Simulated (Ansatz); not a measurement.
**BrClFSi radical: one species, many methods**

One table from this session's results is given with a row withheld; the runs are named, their logs left out.

The runs use Ansatz 0.2.0, Gaussian basis; functionals in def2-TZVPP, the program's frozen cores in correlated methods.

The runs, in order: LDA (SPW92), PBE-D4, revPBE-D4, BLYP-D4, r2SCAN-D4, B97M-V, PBE0-D4, B3LYP-D4, r2SCANh-D4, r2SCAN0-D4, HSE06-D4, BHLYP-D4, CAM-B3LYP-D4, LC-ωPBE, ωB97X-V, ωB97M-V, B2PLYP, PBE-QIDH; CCSD(T)/def2-SVP; CCSD(T)/def2-TZVPP; MP2/def2-QZVPP; extrapolation to the limit; RPA on PBE.

**The relaxed structure**

All runs share one geometry, relaxed beforehand with PBE0-D4 in a triple-zeta def2 set.

SMILES `F[Si](Cl)Br`, 4 atoms, charge 0, spin multiplicity 2.

Atoms are counted from 1 here; the program's logs count them from 0.

Bond lengths: F1–Si2 1.590 Å, Si2–Cl3 2.040 Å, Si2–Br4 2.209 Å. Angles: F1–Si2–Cl3 107.6°, F1–Si2–Br4 108.2°, Cl3–Si2–Br4 111.0°.

Set-up of the first run:

The input, in.yaml:

```yaml
crystal:
  periodic: [false, false, false]
  atoms:
    - {symbol: F, position_ang: [-0.532247, 0.674241, -1.342913]}
    - {symbol: Si, position_ang: [-0.280888, -0.390794, -0.189919]}
    - {symbol: Cl, position_ang: [-1.027063, 0.387973, 1.541940]}
    - {symbol: Br, position_ang: [1.895698, -0.731719, -0.029408]}
basis:
  gaussian: {orbitals: def2-TZVPP}
magnetization: {spin_polarized: true, initial_magnetization: 1}
hamiltonian: {xc: lda}
output: {orbitals: {seedname: orbitals}}
```

Steps of the session up to this table: LDA; PBE-D4 (GGA); revPBE-D4 (GGA); BLYP-D4 (GGA); r2SCAN-D4 (meta-GGA); B97M-V (meta-GGA); PBE0-D4 (hybrid); B3LYP-D4 (hybrid); r2SCANh-D4 (hybrid); r2SCAN0-D4 (hybrid); HSE06-D4 (hybrid); BHLYP-D4 (hybrid); CAM-B3LYP-D4 (range-separated); LC-ωPBE-D4 (range-separated; the results give it without D4); ωB97X-V (range-separated); ωB97M-V (range-separated); B2PLYP (double hybrid); PBE-QIDH (double hybrid).

One table of the session follows, with a row left open; its other results are not shown here.

It belongs to the step «Orbital energies across the functionals». 

```
  functional  HOMO (eV)  LUMO (eV)  gap (eV)
 LDA (SPW92)      -5.97      -4.79      1.18
      PBE-D4      -5.95      -4.33      1.62
   revPBE-D4      -5.92      -4.16      1.76
     BLYP-D4      -5.75      -4.37      1.39
   r2SCAN-D4      -6.37      -3.85      2.52
      B97M-V      -6.06      -4.38      1.68
     PBE0-D4      -7.19      -3.45      3.74
    B3LYP-D4      -6.90      -3.86      3.04
  r2SCANh-D4      -6.81      -3.56      3.25
  r2SCAN0-D4      -7.49      -3.14      4.35
    HSE06-D4      -6.80      -3.84      2.96
    BHLYP-D4      -8.25      -2.69      5.56
CAM-B3LYP-D4      -8.42      -2.60      5.82
     LC-ωPBE          ?          ?         ?
     ωB97X-V      -9.32      -1.71      7.61
     ωB97M-V      -8.94      -1.86      7.08
```

**Question.** Estimate the row for LC-ωPBE.

The run gave: HOMO (eV): -9.83; LUMO (eV): -1.14; gap (eV): 8.69. In the column «HOMO (eV)» it is the lowest.
